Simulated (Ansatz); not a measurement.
# SiCl2OF (SMILES [O][Si](F)(Cl)Cl): UHF/3-21G

What is the energy change on altering one bond length of SiCl2OF at UHF/3-21G? 

Program for the calculation: Ansatz 0.2.0.

73 further runs of the same task are left out: 9 that didn't finish, 64 set aside as unsound or not needed.

## 1. The system as given

The species is SiCl2OF (5 atoms), meant as a doublet with charge 0. As SMILES, `[O][Si](F)(Cl)Cl`. The coordinates come from a PBE0-D4/def2-TZVP relaxation.

Bond lengths: O1–Si2 1.643 Å, Si2–F3 1.574 Å, Si2–Cl4 2.012 Å, Si2–Cl5 2.011 Å. Angles: O1–Si2–F3 113.3°, O1–Si2–Cl4 105.6°, O1–Si2–Cl5 107.2°, F3–Si2–Cl4 108.3°, F3–Si2–Cl5 107.9°, Cl4–Si2–Cl5 114.8°.

## 2. A single-point energy at UHF/3-21G

run.yaml reads:

```yaml
crystal:
  periodic: [false, false, false]
  atoms:
    - {symbol: O, position_ang: [1.205200, -1.120900, 0.351000]}
    - {symbol: Si, position_ang: [0.002000, -0.037300, 0.071900]}
    - {symbol: F, position_ang: [-0.944500, 0.175500, 1.311100]}
    - {symbol: Cl, position_ang: [-1.088600, -0.815800, -1.428500]}
    - {symbol: Cl, position_ang: [0.875700, 1.725000, -0.347000]}
basis:
  gaussian: {orbitals: 3-21G.json}
magnetization: {spin_polarized: true, initial_magnetization: 1}
hamiltonian: {xc: hf}
accuracy: high
output: {orbitals: {seedname: orbitals}}
```

The basis set 3-21G is read from a file made from the Basis Set Exchange's data (not shown).

Run with:

```
ansatz run run.yaml --threads 1 --pin off --max-ram 3480MiB --events-out events.jsonl --progress --plain --runs-dir runs
```

Log:

```text
Warning: RAYON_NUM_THREADS=1 ignored (pool sized by the plan → 1); use --threads N
Functional definition: HF
  name "HF"
  exchange = exact_x
  correlation = 0
1226 factors; integrals over basis functions are off by at most 3.9e-9 eV
mean field evaluation 1: about -37422.8227 eV, gradient 2.7e1 eV
mean field evaluation 2: about -37422.8305 eV, gradient 2.7e1 eV
mean field evaluation 4: about -37428.1588 eV, gradient 4.2e0 eV
mean field evaluation 8: about -37428.4939 eV, gradient 2.3e-1 eV
mean field evaluation 16: about -37428.4946 eV, gradient 2.0e-8 eV
mean field evaluation 32: about -37428.4114 eV, gradient 1.3e0 eV
mean field evaluation 64: about -37428.3579 eV, gradient 2.3e-1 eV
mean field evaluation 96: about -37428.4946 eV, gradient 1.8e-4 eV
mean field -37428.49462019 eV, -1375.4718073470 hartree, gradient 2.0e-8 eV, S^2 0.753466; 3 other end points of the search recorded, 0 dependent functions left out
reference -37428.49462019 eV, -1375.4718073470 hartree; 33, 32 occupied and 24, 25 virtual orbitals, 1226 factors
Total energy: -37428.49462019 eV, -1375.4718073470 hartree
```

Run time: 4.2 s. Hardware: 1 thread of Arm Neoverse V2, shared host; peak memory 0.2 GiB.

## 3. The distorted shape, same level

in.yaml reads:

```yaml
crystal:
  periodic: [false, false, false]
  atoms:
    - {symbol: O, position_ang: [2.513923, -0.186698, 2.151484]}
    - {symbol: Si, position_ang: [1.310723, 0.896902, 1.872384]}
    - {symbol: F, position_ang: [0.364223, 1.109702, 3.111584]}
    - {symbol: Cl, position_ang: [-1.088600, -0.815800, -1.428500]}
    - {symbol: Cl, position_ang: [2.184423, 2.659202, 1.453484]}
basis:
  gaussian:
    orbitals: 3-21G.json
magnetization:
  spin_polarized: true
  initial_magnetization: 1
hamiltonian:
  xc: hf
accuracy: high
output: {orbitals: {seedname: orbitals}}
```

The basis set 3-21G is read from a file made from the Basis Set Exchange's data (not shown).

Run with:

```
ansatz run in.yaml --threads 1 --pin off --max-ram 3480MiB --events-out events.jsonl --progress --plain --runs-dir runs
```

Log, shortened:

```text
Warning: RAYON_NUM_THREADS=1 ignored (pool sized by the plan → 1); use --threads N
Functional definition: HF
  name "HF"
[...]
1155 factors; integrals over basis functions are off by at most 8.8e-9 eV
[...]
mean field -37426.01273664 eV, -1375.3805998091 hartree, gradient 2.5e-8 eV, S^2 1.589880; 6 other end points of the search recorded, 0 dependent functions left out
reference -37426.01273664 eV, -1375.3805998091 hartree; 33, 32 occupied and 24, 25 virtual orbitals, 1155 factors
Total energy: -37426.01273664 eV, -1375.3805998091 hartree
```

It took 30 s on 1 thread of Arm Neoverse V2, shared host; peak memory 0.28 GiB.

## 4. What came out

At UHF/3-21G:

```
                                                           quantity           value
                                          first shape: total energy  -1375.47181 Eh
                    first shape: HOMO energy (highest over α and β)       -13.92 eV
                     first shape: LUMO energy (lowest over α and β)         0.36 eV
                                                  first shape: ⟨S²⟩           0.753
                                      distorted shape: total energy  -1375.38060 Eh
                distorted shape: HOMO energy (highest over α and β)       -11.22 eV
                 distorted shape: LUMO energy (lowest over α and β)        -1.61 eV
                                              distorted shape: ⟨S²⟩           1.590
energy change with the Si2–Cl4 bond stretched from 2.012 to 4.426 Å        2.482 eV
```

With the Si2–Cl4 bond stretched from 2.012 to 4.426 Å the energy rises by 2.48 eV (57 kcal/mol). The first shape isn't relaxed at this level, so the change isn't measured from a minimum. ⟨S²⟩ (distorted shape) is 1.59 where a pure doublet has 0.75: the reference is spin-contaminated.
